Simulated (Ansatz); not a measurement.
## Ge, space group Cmcm: a projected density of states, step by step

Program: the Ansatz DFT code, driven from Python.

The script reads `ge.extxyz`:
```text
2
Lattice="1.48805293 -2.59468961 0.0 1.48805293 2.59468961 0.0 0.0 0.0 4.72759579" Properties=species:S:1:pos:R:3 pbc="T T T"
Ge    1.48805293   -0.86430860    1.18189895
Ge    1.48805293    0.86430860    3.54569684
```

Notebook, run cell by cell (the value of a cell's last expression is shown):

In [1]:
```python
import warnings

import ansatz as az
import numpy as np
```

In [2]:
```python
warnings.simplefilter('ignore', az.DeckWarning)
```

In [3]:
```python
structure = az.Crystal.from_extxyz('ge.extxyz')
```

In [4]:
```python
setup = (
    structure.calculation()
    .functional(az.Functional.PBESOL)
    .basis(550)  # a bare number is in eV
    .occupations(az.OccupationsMethod.FERMI_DIRAC, width=0.15)
    .kpoints(12, 12, 7, center='gamma')
    .scf(extra_bands=10)
    .density_of_states(projected=True, method='smearing', broadening_width=0.15, energy_step=0.1)
)
done = setup.run(threads=1, backend='cpu')
data = done.report

done.unlabelled_reasons
```
Out [4]:
```text
['no_forces']
```

In [5]:
```python
{key: value for key, value in data.items() if isinstance(value, (int, float)) and 'ev' in key}
```
Out [5]:
```text
{'gap_by_band_count_ev': -9.53272499852113,
 'fermi_energy_ev': 11.502034180507332,
 'harris_foulkes_ev': -8506.48536212219,
 'free_energy_ev': -8506.485362122108,
 'internal_energy_ev': -8506.420750993773,
 'lagrangian_ev': -8506.485362122108,
 'energy_sigma0_ev': -8506.45305655794,
 'lagrangian_sigma0_ev': -8506.45305655794,
 'lagrangian_above_aufbau_ev': -0.03554891797755527,
 'entropy_ts_ev': 0.06461112833532315,
 'loop_fermi_energy_ev': 11.502034180507332,
 'occupations_fermi_energy_ev': 11.502034180507327}
```

In [6]:
```python
data['kweights']
```
Out [6]:
```text
[0.000992063492063492, 0.001984126984126984, 0.001984126984126984, 0.001984126984126984,
 0.003968253968253968, 0.007936507936507936, 0.007936507936507936, 0.007936507936507936,
 0.003968253968253968, 0.007936507936507936, 0.007936507936507936, 0.007936507936507936,
 0.003968253968253968, 0.007936507936507936, 0.007936507936507936, 0.007936507936507936,
 0.003968253968253968, 0.007936507936507936, 0.007936507936507936, 0.007936507936507936,
 0.003968253968253968, 0.007936507936507936, 0.007936507936507936, 0.007936507936507936,
 0.001984126984126984, 0.003968253968253968, 0.003968253968253968, 0.003968253968253968,
 0.001984126984126984, 0.003968253968253968, 0.003968253968253968, 0.003968253968253968,
 0.003968253968253968, 0.007936507936507936, 0.007936507936507936, 0.007936507936507936,
 0.003968253968253968, 0.007936507936507936, 0.007936507936507936, 0.007936507936507936,
 0.003968253968253968, 0.007936507936507936, 0.007936507936507936, 0.007936507936507936,
 0.003968253968253968, 0.007936507936507936, 0.007936507936507936, 0.007936507936507936,
 0.003968253968253968, 0.007936507936507936, 0.007936507936507936, 0.007936507936507936,
 0.003968253968253968, 0.007936507936507936, 0.007936507936507936, 0.007936507936507936,
 0.003968253968253968, 0.007936507936507936, 0.007936507936507936, 0.007936507936507936,
 0.003968253968253968, 0.007936507936507936, 0.007936507936507936, 0.007936507936507936,
 0.003968253968253968, 0.007936507936507936, 0.007936507936507936, 0.007936507936507936,
 0.001984126984126984, 0.003968253968253968, 0.003968253968253968, 0.003968253968253968,
 0.001984126984126984, 0.003968253968253968, 0.003968253968253968, 0.003968253968253968,
 0.003968253968253968, 0.007936507936507936, 0.007936507936507936, 0.007936507936507936,
 0.003968253968253968, 0.007936507936507936, 0.007936507936507936, 0.007936507936507936,
 0.003968253968253968, 0.007936507936507936, 0.007936507936507936, 0.007936507936507936,
 0.003968253968253968, 0.007936507936507936, 0.007936507936507936, 0.007936507936507936,
 0.003968253968253968, 0.007936507936507936, 0.007936507936507936, 0.007936507936507936,
 0.003968253968253968, 0.007936507936507936, 0.007936507936507936, 0.007936507936507936,
 0.003968253968253968, 0.007936507936507936, 0.007936507936507936, 0.007936507936507936,
 0.001984126984126984, 0.003968253968253968, 0.003968253968253968, 0.003968253968253968,
 0.001984126984126984, 0.003968253968253968, 0.003968253968253968, 0.003968253968253968,
 0.003968253968253968, 0.007936507936507936, 0.007936507936507936, 0.007936507936507936,
 0.003968253968253968, 0.007936507936507936, 0.007936507936507936, 0.007936507936507936,
 0.003968253968253968, 0.007936507936507936, 0.007936507936507936, 0.007936507936507936,
 0.003968253968253968, 0.007936507936507936, 0.007936507936507936, 0.007936507936507936,
 0.003968253968253968, 0.007936507936507936, 0.007936507936507936, 0.007936507936507936,
 0.001984126984126984, 0.003968253968253968, 0.003968253968253968, 0.003968253968253968,
 0.001984126984126984, 0.003968253968253968, 0.003968253968253968, 0.003968253968253968,
 0.003968253968253968, 0.007936507936507936, 0.007936507936507936, 0.007936507936507936,
 0.003968253968253968, 0.007936507936507936, 0.007936507936507936, 0.007936507936507936,
 0.003968253968253968, 0.007936507936507936, 0.007936507936507936, 0.007936507936507936,
 0.001984126984126984, 0.003968253968253968, 0.003968253968253968, 0.003968253968253968,
 0.001984126984126984, 0.003968253968253968, 0.003968253968253968, 0.003968253968253968,
 0.003968253968253968, 0.007936507936507936, 0.007936507936507936, 0.007936507936507936,
 0.001984126984126984, 0.003968253968253968, 0.003968253968253968, 0.003968253968253968,
 0.000992063492063492, 0.001984126984126984, 0.001984126984126984, 0.001984126984126984]
```

In [7]:
```python
dos = done.density_of_states()
energy = np.asarray(dos.energies_ev) - dos.fermi_ev
curves = {}
for site in done.projected_density_of_states().sites:
    for shell in site.shells:
        weight = sum(np.sum(curve.g_bin_mean_per_ev, axis=0) for curve in shell.curves)
        name = f'{site.species} {shell.label}'
        curves[name] = curves.get(name, 0) + weight
```

In [8]:
```python
print('E-EF   ' + ' '.join(f'{name:>8s}' for name in curves))
for e in np.arange(-8, 6 + 0.1, 0.5):
    print(f'{e:5.1f}  ' + ' '.join(f'{np.interp(e, energy, g):8.3f}' for g in curves.values()))
```
```text
E-EF      Ge 4S    Ge 4P    Ge 3D
 -8.0     0.474    0.254    0.001
 -7.5     0.387    0.159    0.001
 -7.0     0.592    0.223    0.001
 -6.5     0.551    0.183    0.001
 -6.0     0.691    0.170    0.001
 -5.5     0.189    0.074    0.000
 -5.0     0.035    0.267    0.000
 -4.5     0.018    0.185    0.000
 -4.0     0.095    0.650    0.001
 -3.5     0.129    0.570    0.001
 -3.0     0.212    0.682    0.001
 -2.5     0.142    0.597    0.001
 -2.0     0.184    0.616    0.001
 -1.5     0.109    0.488    0.001
 -1.0     0.256    0.993    0.001
 -0.5     0.144    0.879    0.001
  0.0     0.196    0.774    0.001
  0.5     0.108    0.608    0.001
  1.0     0.219    0.993    0.001
  1.5     0.058    0.693    0.001
  2.0     0.087    0.793    0.001
  2.5     0.115    0.872    0.001
  3.0     0.116    1.019    0.001
  3.5     0.079    0.743    0.000
  4.0     0.065    0.927    0.000
  4.5     0.046    1.039    0.001
  5.0     0.064    0.996    0.000
  5.5     0.025    0.685    0.000
  6.0     0.072    1.263    0.000
```

Total energies depend on the potentials; only differences at equal settings carry meaning. A total without «per atom» is that of the cell as typed. An absolute Fermi energy rests on an arbitrary zero of the periodic potential and has no direct meaning. Within a few hundredths of an angstrom the cell has the higher group P6_3/mmc; the lower one is a small distortion. The smearing is wide enough that free energy and stress hold a thermal part of the electrons. A gap by band count of zero or less means overlapping bands, a metal. This isn't the structure that Ge takes at ambient conditions. Gaps and levels are Kohn-Sham values on a finite set of k-points, without spin-orbit coupling. Curves are summed over the cell's atoms. Only shells that the potentials hold have channels, so projections don't add up to the total, least of all where a shell is missing (p of most metals); heights and places of peaks move with the mesh. The density of states is complete only as far up as bands were computed. Timing: 9.8 s on 1 thread of Arm Neoverse V1, on a shared host, peak memory 0.48 GiB.
